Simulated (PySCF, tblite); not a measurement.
# C4H11NOSi: geometry, infrared bands and NMR shifts

Aim: predict the infrared bands and NMR shifts of C4H11NOSi (`O[SiH2]NC1CCC1`).

The runs use tblite 0.8.0 and PySCF 2.14.0, with density-fitted response routines of our own; the level of theory stands in each step. All values are computed, except where a source is named. Atoms are numbered from 0 throughout.

### Step 1. Starting geometry

18 atoms, charge 0, multiplicity 1; geometry from: force field or distance geometry start.

Bonds of the start (Å): O0–Si1 1.71, Si1–N2 1.74, N2–C3 1.42, C3–C4 1.53, C4–C5 1.52, C5–C6 1.52, C6–C3 1.49, O0–H7 0.98, Si1–H8 1.46, Si1–H9 1.49, N2–H10 1.02, C3–H11 1.12, C4–H12 1.12, C4–H13 1.09, C5–H14 1.09, C5–H15 1.12, C6–H16 1.11, C6–H17 1.09.

### Step 2. Relaxing the molecule with GFN2-xTB

What the job is given:

```
{"job": {"kind": "relax", "xc": "GFN2-xTB", "basis": "xTB"}, "charge": 0, "multiplicity": 1}
O      3.023500     0.394000    -1.124700
Si     2.324200     0.239700     0.427400
N      0.754500    -0.505600     0.462200
C     -0.163400    -0.226100    -0.581000
C     -1.482500    -0.964900    -0.372500
C     -2.180800     0.247700    -0.968300
C     -0.945500     1.044200    -0.564600
H      2.732100    -0.315600    -1.732700
H      2.378200     1.551500     1.077000
H      3.237500    -0.631200     1.226400
H      0.590100    -1.289300     1.086500
H      0.207000    -0.489300    -1.599800
H     -1.628800    -1.815100    -1.083800
H     -1.734500    -1.195800     0.665400
H     -2.327600     0.208500    -2.050500
H     -3.095200     0.506700    -0.367900
H     -0.655200     1.684900    -1.429100
H     -1.042500     1.562200     0.388800
```

Command:

```console
$ OMP_NUM_THREADS=1 python probes_run.py task.json out
```

The driver reads the jobs from task.json and runs them one after another.

**Question.** This job is followed by: GFN2-xTB harmonic vibrations, gas phase; GIAO PBE0/pcSseg-1 NMR shielding, non-relativistic, gas phase. Predict these results of the whole session: strongest single infrared mode (GFN2-xTB); zero-point energy (GFN2-xTB); ¹³C shifts against TMS (PBE0/pcSseg-1, means over atoms taken as alike); ¹H shifts against TMS (PBE0/pcSseg-1, means over atoms taken as alike); ¹⁷O shifts against H2O (PBE0/pcSseg-1); ²⁹Si shifts against TMS (PBE0/pcSseg-1); ¹⁵N shifts against NH3 (PBE0/pcSseg-1).

**Answer**, as computed:

| quantity | value |
| --- | --- |
| strongest single infrared mode (GFN2-xTB) | 2246 cm⁻¹, 448 km/mol |
| zero-point energy (GFN2-xTB) | 92.0 kcal/mol |
| ¹³C shifts against TMS (PBE0/pcSseg-1, means over atoms taken as alike) | 46.5, 36.5, 12.9 ppm |
| ¹H shifts against TMS (PBE0/pcSseg-1, means over atoms taken as alike) | 4.88, 3.54, 2.57, 1.67, 1.62, 1.61, 1.03, 0.53 ppm |
| ¹⁷O shifts against H2O (PBE0/pcSseg-1) | 26.9 ppm |
| ²⁹Si shifts against TMS (PBE0/pcSseg-1) | -37.0 ppm |
| ¹⁵N shifts against NH3 (PBE0/pcSseg-1) | 80.6 ppm |

**Reading.** Over 130 steps the energy fell by 0.909 eV; of the close pairs, O0–Si1 changed most, 1.709 to 1.624 Å. No mode is imaginary among the 48: a minimum at this level. The strongest single mode, at 2246 cm⁻¹, moves mainly H9. GFN2-xTB is a fitted tight-binding method: band positions and strengths are rough. Its intensities can rank the bands wrongly. The most deshielded carbon is C3 (sp3 CH bonded to N), at 46.5 ppm: pulled downfield by the heteroatom. At PBE0/pcSseg-1: Shielding is most anisotropic at O0 (span 79 ppm, paramagnetic term -79 ppm).
